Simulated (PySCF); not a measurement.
**NaCa: basis, grid and Hamiltonian**

Aim: see how much the energy and properties of NaCa depend on the numerical set-up.

Computed with PySCF 2.14.0. Level: method and basis as typed in the scripts.

1 further run of the same task is left out (it didn't finish).

## 1. Starting geometry

NaCa: 2 atoms, charge 0, spin multiplicity 2.

Bond lengths: Na1–Ca2 2.849 Å.

## 2. Base script

input.py

```python
from pyscf import gto, scf

mol = gto.M(
    atom='Na 0 0 0; Ca 0 0 2.849',
    basis='6-31+g*',
    charge=0,
    spin=1,
    verbose=4,
)
mf = scf.UHF(mol)
mf = mf.density_fit(auxbasis='def2-universal-jkfit')
mf.kernel()
mf.analyze()
print('orbital energies (hartree):', [e[max(0, n-3):n+3].round(4) for e, n in zip(mf.mo_energy, mol.nelec)])
```

Command:

```sh
python input.py
```

The log of this run is left out.

It gives: E(SCF) = -838.524361 Eh, 13 cycles, ⟨S²⟩ = 0.832, μ = 0.88 D.

The bond length is a typed value, not an optimised one.

## 3. Cartesian functions on

Variant 1 changes Cartesian functions: off → on.

input.py

```python
from pyscf import gto, scf

mol = gto.M(
    atom='Na 0 0 0; Ca 0 0 2.849',
    basis='6-31+g*',
    charge=0,
    spin=1,
    cart=True,
    verbose=4,
)
mf = scf.UHF(mol)
mf = mf.density_fit(auxbasis='def2-universal-jkfit')
mf.kernel()
mf.analyze()
print('orbital energies (hartree):', [e[max(0, n-3):n+3].round(4) for e, n in zip(mf.mo_energy, mol.nelec)])
```

Command:

```sh
python input.py
```

## 4. 3-21g

Variant 2 changes basis set: 6-31+g* → 3-21g.

input.py: that of step 2 with these lines changed.

```diff
@@ -4,3 +4,3 @@
     atom='Na 0 0 0; Ca 0 0 2.849',
-    basis='6-31+g*',
+    basis='3-21g',
     charge=0,
```

## 5. Spin-free X2C on

Variant 3 changes spin-free X2C: off → on.

input.py: that of step 2 with these lines changed.

```diff
@@ -10,2 +10,3 @@
 mf = scf.UHF(mol)
+mf = mf.sfx2c1e()
 mf = mf.density_fit(auxbasis='def2-universal-jkfit')
```

## 6. Lanl2dz (core potential on)

Variant 4 changes basis set: 6-31+g* → lanl2dz; core potential: off → on. The core potential changes with it: totals don't compare.

input.py

```python
from pyscf import gto, scf

mol = gto.M(
    atom='Na 0 0 0; Ca 0 0 2.849',
    basis='lanl2dz',
    ecp={'Na': 'lanl2dz', 'Ca': 'lanl2dz'},
    charge=0,
    spin=1,
    verbose=4,
)
mf = scf.UHF(mol)
mf = mf.density_fit(auxbasis='def2-universal-jkfit')
mf.kernel()
mf.mulliken_pop()
mf.dip_moment()
print('orbital energies (hartree):', [e[max(0, n-3):n+3].round(4) for e, n in zip(mf.mo_energy, mol.nelec)])
```

## 7. 6-31g*

Variant 5 changes basis set: 6-31+g* → 6-31g*.

input.py: that of step 2 with these lines changed.

```diff
@@ -4,3 +4,3 @@
     atom='Na 0 0 0; Ca 0 0 2.849',
-    basis='6-31+g*',
+    basis='6-31g*',
     charge=0,
```

## 8. Def2-svp

Variant 6 changes basis set: 6-31+g* → def2-svp.

input.py: that of step 2 with these lines changed.

```diff
@@ -4,3 +4,3 @@
     atom='Na 0 0 0; Ca 0 0 2.849',
-    basis='6-31+g*',
+    basis='def2-svp',
     charge=0,
```

**Question.** What will these runs give? Wanted: for each run, E(SCF); from base; gap, α spin; SCF dipole.

As calculated:

```tsv
run	E(SCF) (hartree)	from base (eV)	cycles	gap, α spin (eV)	SCF dipole (D)	functions
base	-838.524361	0	13	4.38	0.88	48
Cartesian functions on	-838.524556	-0.0053	13	4.38	0.89	50
3-21g	-834.234473	+116.7338	12	4.54	1.19	30
spin-free X2C on	-841.201660	-72.8530	13	4.38	0.86	48
lanl2dz (core potential on)	-36.367062	not comparable	12	4.46	0.71	20
6-31g*	-838.524312	+0.0013	12	4.55	0.90	40
def2-svp	-838.428777	+2.6010	13	5.30	0.49	39
```

**Reading.** The largest comparable shift of the SCF energy, +116.734 eV, comes with the run “3-21g”. 3-21g (30 functions) gives an energy 116.73 eV higher than 6-31+g* (48). Scalar relativity lowers the total energy by 72.85 eV, nearly all of it in the inner shells; a basis contracted without relativity catches only part of it. 6-31g* (40 functions) gives an energy 0.00 eV higher than 6-31+g* (48). def2-svp (39 functions) gives an energy 2.60 eV higher than 6-31+g* (48).
